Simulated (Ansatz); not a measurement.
# Pt3W (I4/mmm) in Ansatz: a series of runs

The runs below take Pt3W through single point, with PBEsol.

Everything below comes from runs of Ansatz 0.2.0. Logs are shortened: lines on timing, memory, paths and dates and some standing lists are left out, and cuts for length are marked.

### 1 Starting point

The structure is tetragonal, space group I4/mmm (No. 139). The conventional cell has a = 3.896 Å, b = 3.896 Å, c = 8.037 Å, α = 90.00°, β = 90.00°, γ = 90.00°. Around Pt (site symmetry 4/mmm) lie 4 W at 2.75 Å and 8 Pt at 2.80 Å. Pt (site symmetry -4m2) has 8 Pt at 2.75 to 2.80 Å and 4 W at 2.80 Å as nearest neighbours. W (site symmetry 4/mmm) has 12 Pt at 2.75 to 2.80 Å as nearest neighbours.

The cell comes from a database or a generator and needn't be the stable form of this composition.

### 2 Single point, PBEsol, 14.33 Å³/atom (volume scaled by 0.94)

The input, input.yaml:

```yaml
crystal:
  lattice:
    - [-1.9081393762, 1.9081393762, 3.9363109943]
    - [1.9081393762, -1.9081393762, 3.9363109943]
    - [1.9081393762, 1.9081393762, -3.9363109943]
  atoms:
    - { symbol: Pt, position: [0.5, 0.5, 0.0] }
    - { symbol: Pt, position: [0.25, 0.75, 0.5] }
    - { symbol: Pt, position: [0.75, 0.25, 0.5] }
    - { symbol: W, position: [0.0, 0.0, 0.0] }
kpoints:
  mp_grid: { grid: [10, 10, 10] }
scf:
  occupations: { method: fermi_dirac, width: 0.05 }
hamiltonian:
  xc: pbesol
  pseudopotentials: { kind: all_electron, lapw: { basis_error: 0.001 } }
output:
  forces: true
  stress: true
  eigenvalues: true
```

Potentials or basis: all-electron LAPW, scalar-relativistic.

Started as:

```bash
$ ansatz run input.yaml --threads 2 --pin off --max-ram 8192MiB --backend cpu --events-out ev --progress --plain --runs-dir out
```

What it wrote:

```text
Warning: RAYON_NUM_THREADS=2 ignored (pool sized by the plan → 2); use --threads N
LAPW: plane waves up to 8.767 Å⁻¹, error target 1.0e-3 eV per atom; small_component_spin mean_spin; W in spheres of 1.358 Å, 44 of its electrons in bands, Dirac shells []; Pt in spheres of 1.340 Å, 42 of its electrons in bands, Dirac shells [] (how accurate: hamiltonian.pseudopotentials.lapw.basis_error, Limitations)
Engine: ansatz 0.2.0, aarch64-unknown-linux-gnu
Pseudopotentials: kind: all_electron
Pseudopotential: Pt, LAPW, valence charge 42, lapw/all_electron/scalar/gaussian/Pt, Koelling and Harmon's equation, gaussian nucleus
Pseudopotential: W, LAPW, valence charge 44, lapw/all_electron/scalar/gaussian/W, Koelling and Harmon's equation, gaussian nucleus
Functional definition: PBEsol
  exchange = pbesol_x
  correlation = pbesol_c
Crystal: 4 atoms, lattice volume = 57.328 Å³
Basis set: ecut = 292.8133974192703 eV, 647 PW (Γ), FFT grids on a1+a3, a2+a3, a3, exchange–correlation at level 2
Bands: 102, of which v1, the nominal top of the filled ones, is band 85 counted from 1 (84 counted from 0)
Symmetry: 16 space group operations
Space group: I4/mmm (ITA 139), of the structure as read, at distance tolerance 3.9e-5 Å
k-points: 102 of 1000
Non-local potential: Pt, projectors of the file, none
Non-local potential: W, projectors of the file, none
Initial density: superposition of atomic densities (chi_scale 0.1, normalization cell, long waves kept (reshape's long-wave potential 0.00 eV rms))
Initial wavefunctions: plane waves of lowest kinetic energy (no species holds an atomic orbital)
Functional: x = pbesol(κ = 0.804, μ = 0.12345679012345678), c = pbesol(β = 0.046)
iter 1 solved again at ethr=2.38e-3 eV; its pass at ethr=1.00e-1 eV (dr2=4.04e0 eV) is discarded
SCF iter   1: F=—  HF=-1941531.713922 eV  |F-HF|=—  |Δ(HF+E_count)|=         —  Δρ=6.38e-2  dr2=4.04e0  ethr=2.38e-3  ⟨swp⟩=2.0  Hψ=62665  notcnv=0
preconditioner: auto → Kerker (q_TF=auto, 3.270 Å⁻¹)  [metal: Δε(μ)=0.018 eV  Ē_g=20.460 eV  σ=0.050 eV  W_gap=0.09  n_scr=32 (ndim 8)  ℏωp=34.7 eV  f_vac=0.000  D(μ)=2.52/eV (n_scr^D=14)]
SCF iter   2: F=—  HF=-1941530.901995 eV  |F-HF|=—  |Δ(HF+E_count)|=   8.12e-1  Δρ=5.24e-2  dr2=3.16e0  ethr=2.38e-3  ⟨swp⟩=2.1  Hψ=30300  notcnv=0
iter 3 solved again at ethr=5.92e-5 eV; its pass at ethr=1.86e-3 eV (dr2=1.01e-1 eV) is discarded
SCF iter   3: F=—  HF=-1941529.486083 eV  |F-HF|=—  |Δ(HF+E_count)|=    1.42e0  Δρ=1.58e-2  dr2=1.01e-1  ethr=5.92e-5  ⟨swp⟩=2.0  Hψ=51052  notcnv=0
SCF iter   4: F=—  HF=-1941529.432312 eV  |F-HF|=—  |Δ(HF+E_count)|=         —  Δρ=7.61e-3  dr2=4.35e-2  ethr=5.92e-5  ⟨swp⟩=2.0  Hψ=30443  notcnv=0
the basis was enlarged: its passes take 1.4 MiB over the memory plan, 2 of 2 planned eigensolver slots
SCF iter   5: F=—  HF=-1941529.425379 eV  |F-HF|=—  |Δ(HF+E_count)|=   6.93e-3  Δρ=5.40e-3  dr2=2.52e-2  ethr=2.56e-5  ⟨swp⟩=2.0  Hψ=30387  notcnv=0
SCF iter   6: F=—  HF=-1941529.424692 eV  |F-HF|=—  |Δ(HF+E_count)|=   6.87e-4  Δρ=3.03e-3  dr2=6.33e-3  ethr=1.48e-5  ⟨swp⟩=2.0  Hψ=28675  notcnv=0
SCF iter   7: F=—  HF=-1941529.423072 eV  |F-HF|=—  |Δ(HF+E_count)|=   1.62e-3  Δρ=1.78e-3  dr2=2.82e-3  ethr=3.72e-6  ⟨swp⟩=2.0  Hψ=30447  notcnv=0
SCF iter   8: F=—  HF=-1941529.423186 eV  |F-HF|=—  |Δ(HF+E_count)|=   1.14e-4  Δρ=1.49e-3  dr2=2.61e-3  ethr=1.66e-6  ⟨swp⟩=2.0  Hψ=30290  notcnv=0
SCF iter   9: F=—  HF=-1941529.422612 eV  |F-HF|=—  |Δ(HF+E_count)|=   5.74e-4  Δρ=9.34e-4  dr2=1.01e-3  ethr=1.53e-6  ⟨swp⟩=2.0  Hψ=28664  notcnv=0
SCF iter  10: F=—  HF=-1941529.422352 eV  |F-HF|=—  |Δ(HF+E_count)|=   2.60e-4  Δρ=2.05e-4  dr2=3.84e-5  ethr=5.94e-7  ⟨swp⟩=2.0  Hψ=30443  notcnv=0
SCF iter  11: F=—  HF=-1941529.422343 eV  |F-HF|=—  |Δ(HF+E_count)|=   9.09e-6  Δρ=5.48e-5  dr2=2.50e-6  ethr=2.26e-8  ⟨swp⟩=2.0  Hψ=30447  notcnv=0
SCF iter  12: F=—  HF=-1941529.422342 eV  |F-HF|=—  |Δ(HF+E_count)|=   7.56e-7  Δρ=2.27e-5  dr2=3.89e-7  ethr=1.47e-9  ⟨swp⟩=2.0  Hψ=30447  notcnv=0
SCF iter  13: F=—  HF=-1941529.422342 eV  |F-HF|=—  |Δ(HF+E_count)|=   1.28e-7  Δρ=8.79e-6  dr2=6.74e-8  ethr=2.29e-10  ⟨swp⟩=2.0  Hψ=30447  notcnv=0
SCF iter  14: F=-1941529.422342 eV  HF=-1941529.422342 eV  |F-HF|=1.14e-8  |Δ(HF+E_count)|=   4.66e-8  Δρ=3.36e-6  dr2=9.23e-9  ethr=3.97e-11  ⟨swp⟩=2.0  Hψ=30447  notcnv=0
SCF 1 converged in 14 iterations: F = -1941529.422342 eV  dr2 = 9.23e-9
SCF converged after 14 iterations
Free energy (F): -1941529.422342 eV
Harris-Foulkes:  -1941529.422342 eV  (|F-HF|=1.14e-8)
Internal energy: -1941529.401322 eV  (E = F + TS)
E sigma→0 (E₀):  -1941529.411832 eV
Entropy (-TS):   -0.021020 eV (-5.255 meV/atom)
Fermi energy:    31.552561 eV
--- Per-component energies (eV) ---
  E_band       = -13945.643411
  E_kinetic    = 2197751.588856
  E_xc         = -37368.699706
  E_electrostatic = -4101912.290472  (all electrons and nuclei)
  E_smearing   = -0.021020  (= −TS)
  E_closure    = -0.000000  (closes the sum)
  E_atoms      = -1941495.257429  (free atoms, spherical and without spin; not in F)
  Σ components = -1941529.422342   (vs F -1941529.422342, Δ=0.00e0)
  Basis errors (estimates in eV, not in F): energy 2.3e-4 per atom: plane waves 2.0e-4 (1.0e-4 summed), levels above the bands 1.8e-152, relativity 6.3e-8, radial functions 3.5e-5, core shells 3.0e-7; eigenvalues (radial functions only) 3.5e-6; not estimated: angular momenta, meshes, grids; target (lapw.basis_error) 1.0e-3; muffin-tin radii W 1.358 Å, Pt 1.340 Å
--- Forces (eV/Å), atoms counted from 1 ---
  atom   1  Pt    -0.00000000     0.00000000     0.00000000
  atom   2  Pt     0.00000000     0.00000000     0.00000000
  atom   3  Pt     0.00000000     0.00000000     0.00000000
  atom   4  W      0.00000000     0.00000000    -0.00000000
  max |Σ_I F_I| component: 5.55e-17 eV/Å
--- Stress (GPa, compression-positive) ---
       15.967998       0.000000       0.000000
        0.000000      15.967998       0.000000
        0.000000       0.000000      15.798633
  P = ⅓ Tr σ = 15.9115 GPa (159.115 kbar)
--- Band table (eV; the first three rows and the last of 102) ---
  k-point 0: bands = ["-386.9083", "-386.8656", "-386.8656", "-272.2802", "-272.2802", "-272.2802", "-272.2802", "-272.2757", "-272.2757", "-272.2616", "-272.2616", "-272.2424", "-272.2424", "-272.0369", "-271.9969", "-271.9819", "-271.9819", "-271.9627", "-202.1886", "-202.1796", "-202.1796", "-202.1548", "-202.1353", "-67.7312", "-67.6968", "-67.4580", "-43.2313", "-36.2435", "-36.2415", "-36.2283", "-36.2283", "-36.2255", "-36.2255", "-36.2193", "-36.2187", "-36.2163", "-36.2150", "-36.2040", "-36.2040", "-36.2034", "-36.2034", "-35.9785", "-35.9785", "-35.9633", "-35.9347", "-35.9241", "-35.9241", "-35.9178", "-22.0702", "-22.0702", "-22.0298", "-21.8750", "-21.8115", "-21.8115", "-21.6666", "-21.6666", "-21.5311", "-7.5298", "-7.4231", "-7.4231", "2.4509", "2.4554", "2.4554", "2.4651", "2.4816", "2.5074", "2.5074", "20.3139", "23.4294", "24.0171", "24.7270", "25.1891", "26.1322", "26.1322", "26.5375", "26.5375", "27.1126", "27.8400", "27.8400", "28.6275", "29.0321", "29.9323", "31.2747", "31.7386", "32.6491", "32.9339", "33.1658", "33.1658", "34.9383", "38.6163", "40.0904", "40.0904", "40.5573", "40.5573", "40.8865", "41.5840", "43.3533", "43.3533", "44.0875", "44.9900", "45.7963", "49.7474"]
  k-point 1: bands = ["-386.9083", "-386.8656", "-386.8656", "-272.2802", "-272.2802", "-272.2802", "-272.2802", "-272.2757", "-272.2757", "-272.2616", "-272.2616", "-272.2424", "-272.2424", "-272.0369", "-271.9969", "-271.9819", "-271.9819", "-271.9627", "-202.1886", "-202.1796", "-202.1796", "-202.1548", "-202.1353", "-67.7295", "-67.6983", "-67.4581", "-43.2313", "-36.2434", "-36.2416", "-36.2283", "-36.2280", "-36.2258", "-36.2255", "-36.2193", "-36.2188", "-36.2162", "-36.2151", "-36.2041", "-36.2038", "-36.2036", "-36.2033", "-35.9785", "-35.9784", "-35.9633", "-35.9347", "-35.9241", "-35.9241", "-35.9178", "-22.0829", "-22.0389", "-22.0145", "-21.8945", "-21.8329", "-21.7985", "-21.6777", "-21.6611", "-21.5339", "-7.5301", "-7.4308", "-7.4243", "2.4509", "2.4552", "2.4553", "2.4652", "2.4816", "2.5072", "2.5073", "20.6155", "23.6455", "24.2307", "24.9131", "25.3751", "25.8247", "26.1777", "26.3393", "26.6169", "27.2703", "27.7410", "27.7708", "28.7747", "29.0749", "29.7417", "30.9719", "31.3269", "31.3918", "32.5388", "33.1062", "34.0744", "35.1021", "37.9392", "38.8642", "39.4927", "39.5117", "40.6712", "42.3522", "43.1210", "43.6355", "43.7786", "45.0443", "45.5384", "46.5030", "49.4341"]
  k-point 2: bands = ["-386.9083", "-386.8656", "-386.8656", "-272.2802", "-272.2802", "-272.2802", "-272.2802", "-272.2757", "-272.2757", "-272.2616", "-272.2616", "-272.2424", "-272.2424", "-272.0369", "-271.9969", "-271.9819", "-271.9819", "-271.9627", "-202.1886", "-202.1796", "-202.1796", "-202.1548", "-202.1353", "-67.7250", "-67.7025", "-67.4584", "-43.2312", "-36.2432", "-36.2419", "-36.2284", "-36.2273", "-36.2265", "-36.2255", "-36.2192", "-36.2188", "-36.2160", "-36.2153", "-36.2043", "-36.2039", "-36.2035", "-36.2031", "-35.9785", "-35.9784", "-35.9633", "-35.9347", "-35.9241", "-35.9241", "-35.9178", "-22.1059", "-21.9834", "-21.9564", "-21.9311", "-21.9009", "-21.7769", "-21.6956", "-21.6486", "-21.5425", "-7.5309", "-7.4454", "-7.4273", "2.4510", "2.4549", "2.4552", "2.4654", "2.4815", "2.5067", "2.5072", "21.4582", "24.1056", "24.9243", "25.1079", "25.2949", "25.4380", "25.8773", "26.5854", "26.9545", "27.5872", "27.7257", "27.9445", "28.3795", "29.0276", "29.2763", "29.5068", "30.9186", "31.4273", "31.6826", "32.8868", "32.9465", "36.9434", "37.7501", "37.9046", "38.1706", "38.2116", "39.2504", "42.8225", "45.2018", "45.3270", "46.3706", "46.5813", "46.9770", "47.5358", "47.6058"]
  k-point 101: bands = ["-386.9083", "-386.8656", "-386.8656", "-272.2802", "-272.2802", "-272.2802", "-272.2802", "-272.2757", "-272.2757", "-272.2616", "-272.2616", "-272.2424", "-272.2424", "-272.0369", "-271.9969", "-271.9819", "-271.9819", "-271.9627", "-202.1886", "-202.1796", "-202.1796", "-202.1548", "-202.1353", "-67.7299", "-67.6968", "-67.4593", "-43.2317", "-36.2435", "-36.2415", "-36.2283", "-36.2283", "-36.2255", "-36.2255", "-36.2194", "-36.2187", "-36.2163", "-36.2150", "-36.2040", "-36.2040", "-36.2034", "-36.2034", "-35.9785", "-35.9785", "-35.9633", "-35.9347", "-35.9241", "-35.9241", "-35.9178", "-22.1011", "-22.1011", "-21.9410", "-21.8715", "-21.7654", "-21.7654", "-21.6813", "-21.6813", "-21.6215", "-7.5469", "-7.4191", "-7.4191", "2.4507", "2.4556", "2.4556", "2.4660", "2.4814", "2.5073", "2.5073", "22.9989", "23.2688", "23.4693", "23.5201", "24.0370", "24.0370", "24.9783", "25.7810", "27.5067", "28.4296", "28.7395", "28.7395", "29.9219", "29.9219", "30.1666", "30.8410", "31.7352", "33.2350", "33.2626", "33.2626", "33.3499", "33.5948", "33.5948", "34.8393", "41.6714", "41.7717", "42.5692", "42.7095", "42.7095", "43.0234", "48.2524", "49.1061", "49.1061", "49.3350", "49.3350"]
```

Wall time 2.1 min (2 threads of Arm Neoverse V2, shared host); peak memory 1.6 GiB.

What came out:

```
Free energy            : -1941529.4223 eV
Pressure               : 15.9 GPa
Band gap on the k mesh : none (metal or under the smearing width)
```

### 3 Single point, PBEsol, 14.64 Å³/atom (volume scaled by 0.96)

input.yaml, as its differences from that of step 2:

```diff
@@ -2,5 +2,5 @@
   lattice:
-    - [-1.9081393762, 1.9081393762, 3.9363109943]
-    - [1.9081393762, -1.9081393762, 3.9363109943]
-    - [1.9081393762, 1.9081393762, -3.9363109943]
+    - [-1.9215774202, 1.9215774202, 3.9640324076]
+    - [1.9215774202, -1.9215774202, 3.9640324076]
+    - [1.9215774202, 1.9215774202, -3.9640324076]
   atoms:
```

Potentials or basis: all-electron LAPW, scalar-relativistic.

Started as:

```bash
$ ansatz run input.yaml --threads 2 --pin off --max-ram 8192MiB --backend cpu --events-out ev --progress --plain --runs-dir out
```

It took 2.1 min on 2 threads of Arm Neoverse V2, shared host; peak memory 1.6 GiB.

The run converged. Its results:

| Quantity | Value |
| --- | --- |
| Free energy | -1941529.5128 eV |
| Pressure | 8.0 GPa |
| Band gap on the k mesh | none (metal or under the smearing width) |

### 4 Single point, PBEsol, 14.94 Å³/atom (volume scaled by 0.98)

input.yaml, as its differences from that of step 3:

```diff
@@ -2,5 +2,5 @@
   lattice:
-    - [-1.9215774202, 1.9215774202, 3.9640324076]
-    - [1.9215774202, -1.9215774202, 3.9640324076]
-    - [1.9215774202, 1.9215774202, -3.9640324076]
+    - [-1.9348300971, 1.9348300971, 3.991371426]
+    - [1.9348300971, -1.9348300971, 3.991371426]
+    - [1.9348300971, 1.9348300971, -3.991371426]
   atoms:
```

Started as:

```bash
$ ansatz run input.yaml --threads 2 --pin off --max-ram 8192MiB --backend cpu --events-out ev --progress --plain --runs-dir out
```

Run time: 2.1 min. Hardware: 2 threads of Arm Neoverse V2, shared host; peak memory 1.6 GiB.

The run converged. Its results:

| Quantity | Value |
| --- | --- |
| Free energy | -1941529.5468 eV |
| Pressure | 1.0 GPa |
| Band gap on the k mesh | none (metal or under the smearing width) |

### 5 Single point, PBEsol, 15.25 Å³/atom

input.yaml, as its differences from that of step 4:

```diff
@@ -2,5 +2,5 @@
   lattice:
-    - [-1.9348300971, 1.9348300971, 3.991371426]
-    - [1.9348300971, -1.9348300971, 3.991371426]
-    - [1.9348300971, 1.9348300971, -3.991371426]
+    - [-1.94790367, 1.94790367, 4.01834097]
+    - [1.94790367, -1.94790367, 4.01834097]
+    - [1.94790367, 1.94790367, -4.01834097]
   atoms:
```

Started as:

```bash
$ ansatz run input.yaml --threads 2 --pin off --max-ram 8192MiB --backend cpu --events-out ev --progress --plain --runs-dir out
```

Wall time 2 min (2 threads of Arm Neoverse V2, shared host); peak memory 1.6 GiB.

It converged, with:

| Property | Result |
| --- | --- |
| Free energy | -1941529.5306 eV |
| Pressure | -5.1 GPa |
| Band gap on the k mesh | none (metal or under the smearing width) |

### 6 Single point, PBEsol, 15.55 Å³/atom (volume scaled by 1.02)

input.yaml, as its differences from that of step 5:

```diff
@@ -2,5 +2,5 @@
   lattice:
-    - [-1.94790367, 1.94790367, 4.01834097]
-    - [1.94790367, -1.94790367, 4.01834097]
-    - [1.94790367, 1.94790367, -4.01834097]
+    - [-1.9608040703, 1.9608040703, 4.0449532752]
+    - [1.9608040703, -1.9608040703, 4.0449532752]
+    - [1.9608040703, 1.9608040703, -4.0449532752]
   atoms:
```

Potentials or basis: all-electron LAPW, scalar-relativistic.

Started as:

```bash
$ ansatz run input.yaml --threads 2 --pin off --max-ram 8192MiB --backend cpu --events-out ev --progress --plain --runs-dir out
```

Run time: 2 min. Hardware: 2 threads of Arm Neoverse V2, shared host; peak memory 1.5 GiB.

Results (log left out):

* Free energy: -1941529.4702 eV
* Pressure: -10.6 GPa
* Band gap on the k mesh: none (metal or under the smearing width)

### 7 Single point, PBEsol, 15.86 Å³/atom (volume scaled by 1.04)

input.yaml, as its differences from that of step 6:

```diff
@@ -2,5 +2,5 @@
   lattice:
-    - [-1.9608040703, 1.9608040703, 4.0449532752]
-    - [1.9608040703, -1.9608040703, 4.0449532752]
-    - [1.9608040703, 1.9608040703, -4.0449532752]
+    - [-1.973536921, 1.973536921, 4.0712199415]
+    - [1.973536921, -1.973536921, 4.0712199415]
+    - [1.973536921, 1.973536921, -4.0712199415]
   atoms:
```

Started as:

```bash
$ ansatz run input.yaml --threads 2 --pin off --max-ram 8192MiB --backend cpu --events-out ev --progress --plain --runs-dir out
```

Run time: 2 min. Hardware: 2 threads of Arm Neoverse V2, shared host; peak memory 1.5 GiB.

It converged, with:

* Free energy: -1941529.3705 eV
* Pressure: -15.5 GPa
* Band gap on the k mesh: none (metal or under the smearing width)

### 8 Single point, PBEsol, 16.16 Å³/atom (volume scaled by 1.06)

input.yaml, as its differences from that of step 7:

```diff
@@ -2,5 +2,5 @@
   lattice:
-    - [-1.973536921, 1.973536921, 4.0712199415]
-    - [1.973536921, -1.973536921, 4.0712199415]
-    - [1.973536921, 1.973536921, -4.0712199415]
+    - [-1.9861075588, 1.9861075588, 4.0971519779]
+    - [1.9861075588, -1.9861075588, 4.0971519779]
+    - [1.9861075588, 1.9861075588, -4.0971519779]
   atoms:
```

Started as:

```bash
$ ansatz run input.yaml --threads 2 --pin off --max-ram 8192MiB --backend cpu --events-out ev --progress --plain --runs-dir out
```

It took 2 min on 2 threads of Arm Neoverse V2, shared host; peak memory 1.5 GiB.

It converged, with:

```yaml
Free_energy: -1941529.2363 eV
Pressure: -19.7 GPa
Band_gap_on_the_k_mesh: none (metal or under the smearing width)
```

### 9 The reference run

An earlier run on the cell as given: functional PBEsol; potentials or basis all-electron LAPW, scalar-relativistic; cutoff 278 eV (chosen from the basis error); basis error allowed 0.001 eV/atom; k mesh 10 × 10 × 10; occupations fermi-dirac, width 0.05 eV; no spin polarisation.

- Pressure: -5.1 GPa
- Band gap on the k mesh: none (metal or under the smearing width)
